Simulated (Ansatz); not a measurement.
# Te5Pd: the cost of one run

Computed with Ansatz 0.2.0 (DFT PBE, scalar-relativistic, plane waves, PAW, unless a step's input says otherwise).

## Step 1: Starting point

Symmetry: F-43m, No. 216, cubic system. Conventional cell: a = 9.105 Å, b = 9.105 Å, c = 9.105 Å, α = 90.00°, β = 90.00°, γ = 90.00°. Te (site symmetry 3m) is surrounded by 9 Te at 3.22 to 3.77 Å and 3 Pd at 3.77 Å. Te (site symmetry -43m) is surrounded by 12 Te at 3.77 Å and 4 Pd at 3.94 Å. Around Pd (site symmetry -43m) lie 16 Te at 3.77 to 3.94 Å.

Coordinates:

```
Te Pd
1.0
     0.00000    4.55233    4.55233
     4.55233    0.00000    4.55233
     4.55233    4.55233    0.00000
Te Pd
5 1
Direct
  0.12500 0.62500 0.62500
  0.62500 0.62500 0.62500
  0.62500 0.12500 0.62500
  0.62500 0.62500 0.12500
  0.25000 0.25000 0.25000
  0.00000 0.00000 0.00000
```

The cell is invented: species swapped into a database cell of Be5Au (F-43m, No. 216), with Te on the Be sites and Pd on the Au sites. The dimensions are guesses.

## Step 2: The guess as it stands, on a coarse mesh

The input, input.yaml:

```yaml
crystal:
  lattice:
    - [0.0, 4.55233157, 4.55233157]
    - [4.55233157, 0.0, 4.55233157]
    - [4.55233157, 4.55233157, 0.0]
  atoms:
    - { symbol: Te, position: [0.125, 0.625, 0.625] }
    - { symbol: Te, position: [0.625, 0.625, 0.625] }
    - { symbol: Te, position: [0.625, 0.125, 0.625] }
    - { symbol: Te, position: [0.625, 0.625, 0.125] }
    - { symbol: Te, position: [0.25, 0.25, 0.25] }
    - { symbol: Pd, position: [0.0, 0.0, 0.0] }
basis:
  ecutwfc: 420
kpoints:
  mp_grid: { grid: [4, 4, 4] }
hamiltonian:
  xc: pbe
scf:
  occupations: { method: gaussian, width: 0.1 }
  lower_state_search: "off"
output:
  forces: true
  stress: true
  eigenvalues: true
```

The run is started by

```
> ansatz run input.yaml --threads 1 --pin off --max-ram 2560MiB --backend cpu --events-out ev --progress --plain --runs-dir out
```

Q: Estimate wall time and peak memory on 1 thread of Intel Xeon at 2.50GHz (Skylake/Cascade Lake), shared host.

About 10 s, with a peak of 0.43 GiB.
